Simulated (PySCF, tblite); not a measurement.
**C7H13B2N: geometry, infrared bands and NMR shifts**

Wanted: the infrared bands and NMR shifts of C7H13B2N (`BN[C@@H]1[C@H]2C=C(B)[C@@H]1CC2`), by calculation.

The runs use tblite 0.8.0 and PySCF 2.14.0, with density-fitted response routines of our own; the level of theory stands in each step. All values are computed, except where a source is named. Atoms are numbered from 0 throughout.

### Step 1. The starting structure

23 atoms, charge 0, multiplicity 1; geometry from: force field or distance geometry start.

Bonds of the start (Å): B0–N1 1.54, N1–C2 1.40, C2–C3 1.51, C3–C4 1.50, C4–C5 1.34, C5–B6 1.56, C5–C7 1.52, C7–C8 1.50, C8–C9 1.53, C7–C2 1.54, C9–C3 1.50, B0–H10 1.20, B0–H11 1.18, N1–H12 1.07, C2–H13 1.10, C3–H14 1.07, C4–H15 1.10, B6–H16 1.20, B6–H17 1.19, C7–H18 1.06, C8–H19 1.08, C8–H20 1.14, C9–H21 1.12, C9–H22 1.08.

### Step 2. Geometry optimisation with GFN2-xTB

Job settings and geometry (Å):

```
{"job": {"kind": "relax", "xc": "GFN2-xTB", "basis": "xTB"}, "charge": 0, "multiplicity": 1}
B      2.923900     0.551200    -0.458500
N      1.927700    -0.437500     0.178200
C      0.688100     0.152200     0.467500
C     -0.275600    -0.833700     1.091000
C     -1.548600    -0.046900     0.986200
C     -1.415800     0.873500     0.019200
B     -2.266700     2.155900    -0.247900
C     -0.206800     0.391700    -0.758800
C     -0.558700    -1.002300    -1.183100
C     -0.258700    -1.894800     0.025400
H      3.012100     1.655100     0.007900
H      3.954300     0.079800    -0.781600
H      2.376100    -0.687500     1.119200
H      0.727500     1.115200     1.001400
H     -0.031400    -1.147100     2.087300
H     -2.443200    -0.206500     1.602200
H     -2.950700     2.654600     0.601400
H     -1.784700     2.951100    -0.994300
H      0.169300     1.070400    -1.481000
H     -0.134800    -1.356000    -2.109400
H     -1.691500    -1.057600    -1.262400
H      0.783200    -2.296700    -0.103500
H     -0.999600    -2.657000     0.203700
```

On the command line:

```console
> OMP_NUM_THREADS=1 python probes_run.py task.json out
```

This one command runs all jobs of the session in turn.

**Question.** This job is followed by: GFN2-xTB harmonic vibrations, gas phase; GIAO PBE0/pcSseg-1 NMR shielding, non-relativistic, gas phase. Predict these results of the whole session: strongest single infrared mode (GFN2-xTB); zero-point energy (GFN2-xTB); 13C shifts against TMS (PBE0/pcSseg-1); 1H shifts against TMS (PBE0/pcSseg-1, means over atoms taken as alike); 11B shifts against BF3·OEt2 (PBE0/pcSseg-1); 15N shifts against NH3 (PBE0/pcSseg-1).

**Answer**, as computed:

| quantity | value |
| --- | --- |
| strongest single infrared mode (GFN2-xTB) | 1474 cm⁻¹, 253 km/mol |
| zero-point energy (GFN2-xTB) | 118.6 kcal/mol |
| 13C shifts against TMS (PBE0/pcSseg-1) | 178.5, 167.3, 78.8, 55.2, 54.7, 23.7, 21.5 ppm |
| 1H shifts against TMS (PBE0/pcSseg-1, means over atoms taken as alike) | 7.65, 6.83, 4.88, 4.66, 3.32, 2.91, 2.72, 1.95, 1.94, 1.24, 1.19 ppm |
| 11B shifts against BF3·OEt2 (PBE0/pcSseg-1) | 67.9, 35.5 ppm |
| 15N shifts against NH3 (PBE0/pcSseg-1) | 157.3 ppm |

In words: Relaxing lowered the energy by 2.350 eV in 148 steps; the close pair that moved most is B0–N1, from 1.541 to 1.379 Å. No mode is imaginary among the 63: a minimum at this level. The strongest single mode, at 1474 cm⁻¹, is carried by N1, B0, H12. Unscaled tight-binding wavenumbers are off by several per cent, some by more. Its intensities can rank the bands wrongly. H15 (hydrogen on an alkene CH) lies farthest downfield among hydrogen, at 7.65 ppm; attached to an sp2 carbon and in the plane of the double bond. At PBE0/pcSseg-1: Shielding is most anisotropic at C5 (span 252 ppm, paramagnetic term -235 ppm).
